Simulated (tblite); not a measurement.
# C6H12BFO2: the cost of one run

Computed with tblite 0.8.0 and PySCF 2.14.0, with density-fitted response routines of our own, on a single molecule in the gas phase. Atoms are numbered from 0 throughout.

## Step 1: The molecule as given

22 atoms, charge 0, multiplicity 1; geometry from: force field or distance geometry start.

Bonds of the start (Å): C0–C1 1.32, C1–B2 1.59, B2–O3 1.49, O3–C4 1.38, O3–C5 1.39, C5–F6 1.36, C5–C7 1.52, C7–C8 1.49, C7–O9 1.22, C0–H10 1.09, C0–H11 1.11, C1–H12 1.09, B2–H13 1.17, B2–H14 1.19, C4–H15 1.11, C4–H16 1.11, C4–H17 1.10, C5–H18 1.09, C8–H19 1.12, C8–H20 1.12, C8–H21 1.09.

## Step 2: Geometry optimisation with GFN2-xTB

Job settings and geometry (Å):

```
{"job": {"kind": "relax", "xc": "GFN2-xTB", "basis": "xTB"}, "charge": 0, "multiplicity": 1}
C     -3.231600     0.279500     0.737200
C     -1.965300     0.322500     0.358700
B     -0.990500    -0.926000     0.506000
O      0.025200    -0.894900    -0.584200
C     -0.662600    -0.782300    -1.778600
C      0.813100     0.235500    -0.431700
F      0.520000     0.878900     0.734000
C      2.290500    -0.115800    -0.402400
C      3.301500     0.970500    -0.254700
O      2.596000    -1.294800    -0.508000
H     -3.856800     1.160400     0.622300
H     -3.682300    -0.636700     1.160100
H     -1.617300     1.278800    -0.030800
H     -0.453000    -0.989800     1.548700
H     -1.632700    -1.920600     0.374500
H     -1.288600    -1.689500    -1.876900
H     -1.338000     0.092700    -1.679200
H     -0.000700    -0.610000    -2.643700
H      0.683900     0.906300    -1.286400
H      3.284900     1.313500     0.807600
H      2.926000     1.846500    -0.840500
H      4.267900     0.594500    -0.579900
```

Started as:

```
OMP_NUM_THREADS=1 python probes_run.py task.json out
```

The driver reads the jobs from task.json and runs them one after another.

**Question.** How long does this first job take on 1 thread of Arm Neoverse V1, shared host, and how much memory does it need?

About 2.2 s, with a peak of 0.18 GiB.
